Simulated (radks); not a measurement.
# Rh²⁺ in [Kr] 4d7: an all-electron calculation

One table from this session's results is given with a row withheld; the runs are named, their logs left out.

Program: radks (a radial shooting solver on a logarithmic mesh, Libxc functionals) version 1. Level of theory: Dirac Kohn-Sham, RPBE, spin-unpolarised, spherical densities, point nucleus; open shells fill j = l - 1/2 first. These are calculated values, not measurements, unless marked.

## Starting point

- element: rhodium (Z = 45)
- charge: +2
- electrons: 43
- configuration: [Kr] 4d7

The first run:

The run's settings:

```text
Z 45
configuration [Kr] 4d7
relativity Dirac
functional rpbe,pbe
spin unpolarised
j_filling energy
nucleus point
c 137.035999084
```

One table of the session follows, with a row left open; its other results are not shown here.

It belongs to the step «Radial structure». Sizes of the orbitals, from the radial functions (bohr):

| level | <r> | outermost maximum (interpolated) | 90 % within | nodes |
| --- | --- | --- | --- | --- |
| 1s1/2 | 0.03262 | 0.0212 | 0.0585 | 0 |
| 2s1/2 | 0.1415 | 0.120 | 0.219 | 1 |
| 2p1/2 | 0.1203 | 0.0929 | 0.197 | 0 |
| 2p3/2 | 0.1252 | 0.0970 | 0.204 | 0 |
| 3s1/2 | 0.3903 | 0.352 | 0.576 | 2 |
| 3p1/2 | 0.3830 | 0.338 | 0.578 | 1 |
| 3p3/2 | 0.3937 | 0.348 | 0.593 | 1 |
| 3d3/2 | 0.3683 | 0.290 | 0.585 | 0 |
| 3d5/2 | 0.3717 | 0.293 | 0.590 | 0 |
| 4s1/2 | ? | ? | ? | ? |
| 4p1/2 | 1.055 | 0.928 | 1.56 | 2 |
| 4p3/2 | 1.085 | 0.952 | 1.60 | 2 |
| 4d3/2 | 1.435 | 1.12 | 2.26 | 1 |
| 4d5/2 | 1.451 | 1.13 | 2.29 | 1 |

Q: Estimate the row for 4s1/2 from the others.

The run gave: <r>: 0.9784; outermost maximum (interpolated): 0.882; 90 % within: 1.42; nodes: 3. In the column «<r>» it lies between 3p3/2 (0.3937) and 4p1/2 (1.055).

Limits of these values: Spin polarisation and multiplet splitting are left out.
